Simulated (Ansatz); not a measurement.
Which YAML input does this script hand to the engine? (Ansatz's Python interface)

`run_dfpt.py`
```python
'''Zone-centre and zone-boundary phonons of HfN by linear response.'''

from pathlib import Path

import ansatz as az
import numpy as np

vectors = np.array([
    [3.13390802, 0.0, 0.0],
    [-1.56695401, 2.71404396, 0.0],
    [0.0, 0.0, 5.41676772],
])
hfn = (
    az.Lattice.of(vectors)
    .atom('Hf', (2 / 3, 1 / 3, 0.75))
    .atom('Hf', (1 / 3, 2 / 3, 0.25))
    .atom('N', (0.0, 0.0, 0.0))
    .atom('N', (0.0, 0.0, 0.5))
)

calc = (
    hfn.calculation()
    .functional(az.Functional.PBESOL)
    .occupations('cold')  # smearing steadies the SCF of a metal
    .kpoints(12, 12, 6)
    .phonons('dfpt')
)
out = calc.run(threads=1, runs_dir='runs')
ph = out.phonons

print('Gamma modes (1/cm):', ' '.join(f'{w:.1f}' for w in ph.gamma_omega_inv_cm))
print('in meV:', ' '.join(f'{w * 0.1239842:.2f}' for w in ph.gamma_omega_inv_cm))
```

`python run_dfpt.py` gives:
```text
DeckWarning: basis.ecutwfc = 420 eV, auto-derived from the records' recommended cutoffs: set by Hf (normal level)
Gamma modes (1/cm): 0.0 0.0 0.0 135.7 135.7 161.5 451.2 460.6 460.6 505.4 505.4 655.3
in meV: 0.00 0.00 0.00 16.82 16.82 20.03 55.94 57.11 57.11 62.66 62.66 81.25
```
(Warnings from the package without file and line.)

`input.yaml`:
```yaml
crystal:
  lattice:
    - [3.13390802, 0.0, 0.0]
    - [-1.56695401, 2.71404396, 0.0]
    - [0.0, 0.0, 5.41676772]
  atoms:
    - { symbol: Hf, position: [0.6666666666666666, 0.3333333333333333, 0.75] }
    - { symbol: Hf, position: [0.3333333333333333, 0.6666666666666666, 0.25] }
    - { symbol: "N", position: [0.0, 0.0, 0.0] }
    - { symbol: "N", position: [0.0, 0.0, 0.5] }
kpoints:
  mp_grid:
    grid: [12, 12, 6]
hamiltonian:
  xc: pbesol
scf:
  occupations:
    method: cold
phonons:
  method: dfpt
```

Reading the output:
- Spin is left out of this run.
- The cell isn't relaxed first, so the values belong to this volume.
- Spin-orbit coupling, which matters for elements this heavy, is left out.
- This cell is a computed structure, which may not be the phase found in nature.
- The structure is taken as given; imaginary modes can come from an unrelaxed or unstable start. Phonons of metals also depend on mesh and smearing.
- Finished in 4.5 min on 1 thread of Arm Neoverse V1, with other jobs on the host, peak memory 1.6 GiB.
